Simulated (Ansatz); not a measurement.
This Ansatz 0.2.0 run on CrNi needs a look.

input.yaml

```yaml
crystal:
  lattice:
    - [1.2444927944, 0.7185082499, 4.1478027932]
    - [-1.2444927944, 0.7185082499, 4.1478027932]
    - [0.0, -1.4370164997, 4.1478027932]
  atoms:
    - { symbol: Ni, position: [0.5, 0.5, 0.5] }
    - { symbol: Cr, position: [0.0, 0.0, 0.0] }
hamiltonian:
  xc: pbe
  pseudopotentials: { kind: paw }
kpoints:
  mp_grid: { grid: [12, 12, 12], kspacing: 0.3 }
scf:
  occupations: { method: fermi_dirac, width: 0.05 }
  max_iter: 80
output:
  forces: true
  stress: true
  eigenvalues: true
```

Potentials or basis: Ansatz PAW.

Launch:

```console
$ ansatz run input.yaml --threads 2 --pin off --max-ram 5632MiB --backend cpu --events-out ev --progress --plain --runs-dir out
```

Output:

```text
Error: invalid value for `kpoints.mp_grid.kspacing`: mutually exclusive with `grid` — set one or the other
```

Task: How did it end, and where is the flaw?

Result: The program refused the input. The input holds a flaw that was put in on purpose: a mesh with a zero or a mesh and a spacing (kpoints.mp_grid.kspacing = 0.3).
